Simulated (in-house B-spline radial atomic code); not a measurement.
# Nb¹⁰⁺: ionisation energy by several methods

One table from this session's results is given with a row withheld; the runs are named, their logs left out.

Program: in-house B-spline radial atomic code version 1. Level of theory: Dirac-Coulomb, several functionals; spherical all-electron atom at the radial basis limit. These are calculated values, not measurements, unless marked.

## The system

* element: niobium (Z = 41)
* charge: +10
* electrons: 31
* configuration: [Ar] 3d10 4s2 4p1
* nucleus: Fermi, rms radius 4.324 fm

Outer shells as boxes (Hund's rule):

[Ar] 3d10 4s2 4p1
```
[Ar] core
3d [↑↓][↑↓][↑↓][↑↓][↑↓]
4s [↑↓]
4p [↑ ][  ][  ]
```

The boxes only draw the filling; these runs are spin-restricted and spherical.

Set-up of the first run:

Settings of the run:

```ini
Z = 41
electrons = 31.0
configuration = [Ar] 3d10 4s2 4p1
hamiltonian = dirac
method = am05
spin_polarised = False
nucleus = fermi
rms_radius = 4.324
mass_number = 93
atomic_mass = 92.90637317
speed_of_light = 137.035999084
```

Among the steps run: AM05, a GGA; PW91, a GGA; OLYP, a GGA; PBEsol, a GGA; LDA (PW92); BP86, a GGA.

One table of the session follows, with a row left open; its other results are not shown here.

| method | ΔSCF (eV) | with Breit, QED, recoil (eV) |
| --- | --- | --- |
| LDA (PW92) | 199.01 | 198.92 |
| AM05 | 198.40 | 198.31 |
| PW91 | ? | ? |
| OLYP | 198.05 | 197.96 |
| PBEsol | 198.39 | 198.30 |
| BP86 | 198.59 | 198.50 |

Estimate the missing values for PW91.

The run gave: ΔSCF (eV): 198.60; with Breit, QED, recoil (eV): 198.51. In the column «ΔSCF (eV)» it lies between BP86 (198.59) and LDA (PW92) (199.01).
